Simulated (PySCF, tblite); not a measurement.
# C₆H₁₀FN: a rotation path, then NMR shifts on frames

How do NMR shifts of C₆H₁₀FN (`F[C@@H]1CC[C@H]1N1CC1`) change as the atoms move?

The runs use tblite 0.8.0 and PySCF 2.14.0, with density-fitted response routines of our own; the level of theory stands in each step. All values are computed, except where a source is named. Atoms are numbered from 0 throughout.

## (1) The starting structure

18 atoms, charge 0, multiplicity 1; geometry from: GFN2-xTB.

Bonds of the start (Å): F0–C1 1.37, C1–C2 1.53, C2–C3 1.54, C3–C4 1.54, C4–N5 1.43, N5–C6 1.44, C6–C7 1.48, C4–C1 1.54, C7–N5 1.44, C1–H8 1.09, C2–H9 1.09, C2–H10 1.09, C3–H11 1.09, C3–H12 1.09, C4–H13 1.10, C6–H14 1.08, C6–H15 1.08, C7–H16 1.09, C7–H17 1.08.

## (2) A band between two rotamers with GFN2-xTB

What the job is given:

```
{"job": {"kind": "neb", "xc": "GFN2-xTB", "basis": "xTB", "atoms": [1, 4, 5, 7], "turn": 120}, "charge": 0, "multiplicity": 1}
F     -1.509946    -0.593535    -1.903136
C     -1.250355    -0.679522    -0.556924
C     -2.260390     0.023709     0.354339
C     -1.090823     0.700524     1.087029
C     -0.141884     0.254185    -0.043903
N      1.050010    -0.416850     0.388995
C      2.085670    -0.652107    -0.586534
C      2.267029     0.349487     0.484644
H     -1.070329    -1.732588    -0.331054
H     -2.902785    -0.623693     0.944850
H     -2.871031     0.726188    -0.208322
H     -1.173473     1.772448     1.246094
H     -0.836240     0.209784     2.022629
H      0.051040     1.058877    -0.771270
H      1.932645    -0.296785    -1.600172
H      2.578094    -1.611231    -0.513013
H      2.242731     1.399585     0.211557
H      2.891276     0.117842     1.335877
```

With the program's defaults for keys left out, this is: GFN2-xTB climbing-image nudged elastic band, gas phase.

On the command line:

```bash
$ OMP_NUM_THREADS=1 python probes_run.py task.json out
```

The driver reads the jobs from task.json and runs them one after another.

Output:

```text
image   E - E0 / eV
  0      -0.0000
  1       0.0115
  2       0.0392
  3       0.0718
  4       0.0982
  5       0.1099
  6       0.1005
  7       0.0720
  8       0.0474
```

Run time: 2.5 s. Hardware: 1 thread, shared host.

The final band, with the dihedral C1–C4–N5–C7:

| image | dihedral (°) | energy (eV) | energy (kcal/mol) |
| --- | --- | --- | --- |
| 0 | 161 | 0.000 | 0.0 |
| 1 | 177 | 0.012 | 0.3 |
| 2 | 194 | 0.039 | 0.9 |
| 3 | 210 | 0.072 | 1.7 |
| 4 | 225 | 0.098 | 2.3 |
| 5 | 240 | 0.110 | 2.5 |
| 6 | 255 | 0.101 | 2.3 |
| 7 | 272 | 0.072 | 1.7 |
| 8 | 289 | 0.047 | 1.1 |

## (3) Shielding tensors: image 0, PBE0/pcSseg-1

What the job is given:

```
{"job": {"kind": "nmr", "xc": "PBE0", "basis": "pcSseg-1", "pop": false}, "charge": 0, "multiplicity": 1}
F     -1.509900    -0.593500    -1.903100
C     -1.250400    -0.679500    -0.556900
C     -2.260400     0.023700     0.354300
C     -1.090800     0.700500     1.087000
C     -0.141900     0.254200    -0.043900
N      1.050000    -0.416800     0.389000
C      2.085700    -0.652100    -0.586500
C      2.267000     0.349500     0.484600
H     -1.070300    -1.732600    -0.331100
H     -2.902800    -0.623700     0.944800
H     -2.871000     0.726200    -0.208300
H     -1.173500     1.772400     1.246100
H     -0.836200     0.209800     2.022600
H      0.051000     1.058900    -0.771300
H      1.932600    -0.296800    -1.600200
H      2.578100    -1.611200    -0.513000
H      2.242700     1.399600     0.211600
H      2.891300     0.117800     1.335900
```

Level: GIAO PBE0/pcSseg-1 NMR shielding, non-relativistic, gas phase.

Output:

```text
coarse grid: 14864 points
cycle   1  E = -388.5882229290  dE =  1.221e+00  |g| = 5.149e-01  |ddm| = 3.800e+00
cycle   2  E = -388.5727069292  dE =  1.552e-02  |g| = 6.423e-01  |ddm| = 8.874e-01
cycle   3  E = -388.6399979601  dE = -6.729e-02  |g| = 6.589e-02  |ddm| = 4.781e-01
cycle   4  E = -388.6405860133  dE = -5.881e-04  |g| = 3.141e-02  |ddm| = 6.540e-02
cycle   5  E = -388.6407993959  dE = -2.134e-04  |g| = 4.875e-03  |ddm| = 2.852e-02
cycle   6  E = -388.6408041907  dE = -4.795e-06  |g| = 1.643e-03  |ddm| = 5.281e-03
final grid: 143568 points
cycle   7  E = -388.6957247829  dE = -5.095e-05  |g| = 9.797e-03  |ddm| = 3.340e-02
cycle   8  E = -388.6957088441  dE =  1.594e-05  |g| = 1.337e-02  |ddm| = 2.030e-02
cycle   9  E = -388.6957476166  dE = -3.877e-05  |g| = 1.449e-03  |ddm| = 1.162e-02
cycle  10  E = -388.6957479917  dE = -3.751e-07  |g| = 2.502e-04  |ddm| = 1.223e-03
cycle  11  E = -388.6957480024  dE = -1.070e-08  |g| = 7.168e-05  |ddm| = 2.039e-04
cycle  12  E = -388.6957480032  dE = -8.398e-10  |g| = 3.141e-05  |ddm| = 8.107e-05
converged SCF energy = -388.6957480032

GIAO shielding tensors (ppm)
atom      isotropic    diamagn.    paramagn.     s11        s22        s33       span
  0 F      359.739     472.399    -112.660    313.462    378.566    387.189     73.727
  1 C       92.511     244.264    -151.753     61.288     76.999    139.246     77.958
  2 C      161.312     254.075     -92.762    145.527    155.792    182.618     37.091
  3 C      166.905     249.244     -82.339    146.976    166.844    186.895     39.919
  4 C      113.106     248.865    -135.759     90.451    105.889    142.980     52.529
  5 N      227.083     317.592     -90.509    140.336    244.731    296.183    155.847
  6 C      161.748     254.086     -92.337    111.864    172.393    200.988     89.124
  7 C      160.148     254.811     -94.663    108.769    172.510    199.164     90.395
  8 H       26.620      30.874      -4.253     24.810     27.095     27.956      3.146
  9 H       29.323      29.290       0.033     25.848     26.389     35.732      9.884
 10 H       29.714      30.099      -0.385     26.921     27.264     34.956      8.035
 11 H       29.651      30.578      -0.927     25.881     27.231     35.840      9.960
 12 H       30.001      31.106      -1.105     26.825     28.820     34.358      7.533
 13 H       29.734      33.233      -3.498     26.655     29.047     33.501      6.846
 14 H       30.535      31.668      -1.133     25.577     28.662     37.366     11.788
 15 H       30.126      30.440      -0.314     23.997     26.121     40.259     16.262
 16 H       30.771      31.699      -0.928     25.663     28.901     37.748     12.085
 17 H       30.133      30.340      -0.207     23.851     26.313     40.236     16.385
```

It took 28 s on 1 thread, shared host.

The references, computed at this level on geometries of the same kind, shield at (ppm): 1H TMS 31.72, 13C TMS 186.9, 19F CFCl3 170.9, 15N NH3 267.7. Their shielding less the atom's gives the shift. The references are single molecules in the gas phase, so shifts against H2O, NH3, PH3, H3PO4 or CFCl3 are not on the usual liquid scales and can be off by tens of ppm. Each atom is listed at this fixed geometry, with no averaging over motion; a spectrum would average atoms that exchange fast.

| atoms | environment | σ (ppm) | δ (ppm) |
| --- | --- | --- | --- |
| C1 | sp3 CH bonded to F | 92.5 | 94.4 |
| C4 | sp3 CH bonded to N | 113.1 | 73.8 |
| C7 | aziridine ring carbon | 160.1 | 26.8 |
| C2 | sp3 CH2 in a ring | 161.3 | 25.6 |
| C6 | aziridine ring carbon | 161.7 | 25.2 |
| C3 | sp3 CH2 in a ring | 166.9 | 20.0 |
| H8 | hydrogen on an sp3 CH bonded to F | 26.62 | 5.10 |
| H9 | hydrogen on an sp3 CH2 in a ring | 29.32 | 2.39 |
| H11 | hydrogen on an sp3 CH2 in a ring | 29.65 | 2.07 |
| H10 | hydrogen on an sp3 CH2 in a ring | 29.71 | 2.00 |
| H13 | hydrogen on an sp3 CH bonded to N | 29.73 | 1.98 |
| H12 | hydrogen on an sp3 CH2 in a ring | 30.00 | 1.72 |
| H15 | hydrogen on an aziridine ring carbon | 30.13 | 1.59 |
| H17 | hydrogen on an aziridine ring carbon | 30.13 | 1.58 |
| H14 | hydrogen on an aziridine ring carbon | 30.54 | 1.18 |
| H16 | hydrogen on an aziridine ring carbon | 30.77 | 0.95 |
| F0 | fluorine on an sp3 carbon | 359.7 | -188.8 |
| N5 | amine nitrogen | 227.1 | 40.6 |

Ring of atoms C1, C2, C3, C4: NICS(0) -2.4, NICS(1) -1.6, NICS(1)zz 2.7 ppm (means of both faces).

Ring of atoms N5, C6, C7: NICS(0) -46.4, NICS(1) -7.7, NICS(1)zz -22.5 ppm (means of both faces).

In rings of three or four atoms NICS is ruled by the nearby σ bonds, so it says little on aromaticity.

The fields below are evaluated on a grid from the run's orbitals.

Frontier orbitals at PBE0/pcSseg-1, with the share of their density that lies nearest to each atom:

| orbital | energy (eV) | lies on |
| --- | --- | --- |
| HOMO | -6.87 | N5 56 %; C6, C7 about 7 % each; H13 7 % |
| LUMO | 1.28 | H13 18 %; H11, H16 about 13 % each; H8 9 % |

ELF in a plane through or near 6 of the atoms.

Values, 10 rows by 14 columns:
```
0.00 0.00 0.00 0.00 0.00 0.00 0.00 0.00 0.00 0.00 0.00 0.00 0.00 0.00
0.00 0.00 0.00 0.00 0.00 0.00 0.00 0.00 0.01 0.00 0.00 0.00 0.00 0.00
0.00 0.00 0.00 0.02 0.02 0.01 0.00 0.03 0.29 0.29 0.02 0.00 0.00 0.00
0.00 0.00 0.10 0.62 0.46 0.25 0.01 0.18 0.72 0.61 0.07 0.01 0.00 0.00
0.00 0.00 0.08 0.62 0.87 0.78 0.45 0.77 0.46 0.92 0.49 0.16 0.02 0.00
0.00 0.00 0.10 0.68 0.50 0.69 0.78 0.34 0.60 0.67 0.44 0.34 0.03 0.00
0.00 0.00 0.04 0.48 0.38 0.61 0.05 0.47 0.34 0.60 0.17 0.05 0.00 0.00
0.00 0.00 0.01 0.07 0.19 0.14 0.00 0.04 0.39 0.40 0.05 0.00 0.00 0.00
0.00 0.00 0.00 0.00 0.00 0.00 0.00 0.00 0.20 0.16 0.00 0.00 0.00 0.00
0.00 0.00 0.00 0.00 0.00 0.00 0.00 0.00 0.00 0.00 0.00 0.00 0.00 0.00
```
The map spans 11.0 Å across and 9.3 Å up, centred on the molecule. Atoms in the plane (x, y in Å): C1 (1.2, -1.0), C2 (2.3, 0.0), C3 (1.2, 1.1), C4 (0.1, 0.0), C6 (-2.2, -0.7), C7 (-2.2, 0.7).

On the surface of density 0.002 e/bohr³ the electrostatic potential runs, from the 1st to the 99th percentile, from -1.31 V near N5 to 0.77 V near H16.

## (4) NMR shieldings: image 2, PBE0/pcSseg-1

What the job is given:

```
{"job": {"kind": "nmr", "xc": "PBE0", "basis": "pcSseg-1", "pop": false}, "charge": 0, "multiplicity": 1}
F     -1.792600    -0.883700    -1.791900
C     -1.377200    -0.801900    -0.486300
C     -2.233600     0.087700     0.420100
C     -0.952100     0.776900     0.913500
C     -0.165100     0.114400    -0.236200
N      1.035600    -0.578700     0.145100
C      2.222600    -0.413500    -0.652500
C      2.126400     0.194100     0.689800
H     -1.227100    -1.822800    -0.129700
H     -2.832400    -0.425800     1.167200
H     -2.870600     0.748000    -0.164300
H     -0.963200     1.864100     0.921200
H     -0.616200     0.406400     1.878900
H     -0.016200     0.795400    -1.086800
H      2.183300     0.248000    -1.512800
H      2.809900    -1.308900    -0.798400
H      2.016200     1.270400     0.763500
H      2.643600    -0.263900     1.521400
```

Level: GIAO PBE0/pcSseg-1 NMR shielding, non-relativistic, gas phase.

Output:

```text
coarse grid: 14864 points
cycle   1  E = -388.5859646972  dE =  1.220e+00  |g| = 5.146e-01  |ddm| = 3.796e+00
cycle   2  E = -388.5708271143  dE =  1.514e-02  |g| = 6.415e-01  |ddm| = 8.889e-01
cycle   3  E = -388.6377543897  dE = -6.693e-02  |g| = 6.656e-02  |ddm| = 4.780e-01
cycle   4  E = -388.6383604595  dE = -6.061e-04  |g| = 3.117e-02  |ddm| = 6.555e-02
cycle   5  E = -388.6385704886  dE = -2.100e-04  |g| = 5.105e-03  |ddm| = 2.834e-02
cycle   6  E = -388.6385758393  dE = -5.351e-06  |g| = 1.570e-03  |ddm| = 5.621e-03
final grid: 143568 points
cycle   7  E = -388.6930583321  dE = -4.781e-05  |g| = 9.551e-03  |ddm| = 3.445e-02
cycle   8  E = -388.6930443195  dE =  1.401e-05  |g| = 1.276e-02  |ddm| = 1.963e-02
cycle   9  E = -388.6930803744  dE = -3.605e-05  |g| = 1.448e-03  |ddm| = 1.117e-02
cycle  10  E = -388.6930807417  dE = -3.673e-07  |g| = 2.379e-04  |ddm| = 1.212e-03
cycle  11  E = -388.6930807512  dE = -9.518e-09  |g| = 6.848e-05  |ddm| = 2.035e-04
cycle  12  E = -388.6930807520  dE = -7.702e-10  |g| = 3.053e-05  |ddm| = 7.674e-05
converged SCF energy = -388.6930807520

GIAO shielding tensors (ppm)
atom      isotropic    diamagn.    paramagn.     s11        s22        s33       span
  0 F      357.982     471.440    -113.457    313.702    378.964    381.281     67.580
  1 C       90.024     245.106    -155.082     60.450     74.177    135.445     74.995
  2 C      162.188     253.737     -91.549    147.419    156.687    182.459     35.040
  3 C      168.481     249.711     -81.230    150.838    165.993    188.612     37.775
  4 C      114.242     247.975    -133.734     92.524    103.962    146.240     53.716
  5 N      227.421     317.517     -90.097    132.560    242.764    306.937    174.377
  6 C      153.948     254.487    -100.538    101.093    169.311    191.441     90.348
  7 C      163.933     254.020     -90.087    116.268    171.682    203.849     87.581
  8 H       26.484      30.679      -4.195     24.141     26.972     28.339      4.198
  9 H       29.389      29.260       0.130     25.780     26.552     35.836     10.056
 10 H       29.785      29.994      -0.209     26.975     27.341     35.037      8.062
 11 H       29.776      31.007      -1.230     25.791     27.768     35.770      9.979
 12 H       30.189      31.784      -1.595     26.591     29.755     34.222      7.630
 13 H       29.305      32.842      -3.536     25.418     29.330     33.168      7.751
 14 H       30.500      31.618      -1.118     25.456     28.986     37.057     11.601
 15 H       29.867      30.190      -0.323     23.682     26.161     39.758     16.075
 16 H       30.688      31.767      -1.080     25.734     29.026     37.303     11.569
 17 H       30.306      30.447      -0.140     24.222     26.244     40.454     16.232
```

Wall time 22 s (1 thread, shared host).

This run: δ C1 96.9, C4 72.7, C6 33.0, C2 24.7, H8 5.23, H13 2.41 ppm.

[end of part 1 of 2]
